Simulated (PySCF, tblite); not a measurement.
**C4H8O2Si2: geometry, infrared bands and NMR shifts**

Aim: predict the infrared bands and NMR shifts of C4H8O2Si2 (`C=C1O[SiH2]C=C[Si@@H]1O`).

The runs use tblite 0.8.0 and PySCF 2.14.0, with density-fitted response routines of our own; the level of theory stands in each step. All values are computed, except where a source is named. Atoms count from 0, in the outputs and in this text.

## (1) The starting structure

16 atoms, charge 0, multiplicity 1; geometry from: force field or distance geometry start.

Bonds of the start (Å): C0–C1 1.33, C1–O2 1.42, O2–Si3 1.66, Si3–C4 1.85, C4–C5 1.35, C5–Si6 1.85, Si6–O7 1.67, Si6–C1 1.92, C0–H8 1.09, C0–H9 1.10, Si3–H10 1.49, Si3–H11 1.47, C4–H12 1.08, C5–H13 1.09, Si6–H14 1.48, O7–H15 0.98.

## (2) Relaxing the molecule with GFN2-xTB

The job: settings as JSON, then the geometry in Å.

```
{"job": {"kind": "relax", "xc": "GFN2-xTB", "basis": "xTB"}, "charge": 0, "multiplicity": 1}
C     -2.486600    -0.374400    -0.496800
C     -1.177200    -0.309800    -0.275800
O     -0.464600    -1.535900    -0.260300
Si     1.180300    -1.688100    -0.424800
C      2.065100    -0.128900     0.020900
C      1.471400     1.062000     0.222800
Si    -0.350100     1.372700     0.141700
O     -0.903400     1.930900     1.612100
H     -2.971200    -1.327200    -0.699100
H     -3.137200     0.506400    -0.486000
H      1.651300    -2.776500     0.481400
H      1.508300    -2.059400    -1.813800
H      3.138400    -0.228700     0.089700
H      2.067700     1.940700     0.464500
H     -0.661400     2.363700    -0.912200
H     -0.938400     1.261400     2.324400
```

Launch:

```sh
$ OMP_NUM_THREADS=1 python probes_run.py task.json out
```

One launch serves the whole session: the jobs run in the order shown.

**Question.** This job is followed by: GFN2-xTB harmonic vibrations, gas phase; GIAO PBE0/pcSseg-1 NMR shielding, non-relativistic, gas phase. Predict these results of the whole session: strongest single infrared mode (GFN2-xTB); zero-point energy (GFN2-xTB); 13C shifts against TMS (PBE0/pcSseg-1); 1H shifts against TMS (PBE0/pcSseg-1); 17O shifts against H2O (PBE0/pcSseg-1); 29Si shifts against TMS (PBE0/pcSseg-1).

**Answer**, as computed:

```
                                 quantity                                               value
strongest single infrared mode (GFN2-xTB)                                766 cm⁻¹, 464 km/mol
             zero-point energy (GFN2-xTB)                                       66.6 kcal/mol
   13C shifts against TMS (PBE0/pcSseg-1)                      165.8, 160.4, 157.6, 114.6 ppm
    1H shifts against TMS (PBE0/pcSseg-1)  7.54, 7.25, 5.73, 5.28, 5.12, 5.11, 5.08, 1.45 ppm
   17O shifts against H2O (PBE0/pcSseg-1)                                     108.6, 29.0 ppm
  29Si shifts against TMS (PBE0/pcSseg-1)                                    -36.8, -45.2 ppm
```

**Reading.** The optimisation took 128 steps and gained 0.303 eV; among the close pairs (by a distance rule), C1–O2 changed most, from 1.418 to 1.362 Å. No mode is imaginary among the 42: a minimum at this level. The strongest single mode, at 766 cm⁻¹, is spread over several atoms, H11, C5, Si6, H10 among them. Unscaled tight-binding wavenumbers are off by several per cent, some by more. Its intensities can rank the bands wrongly.
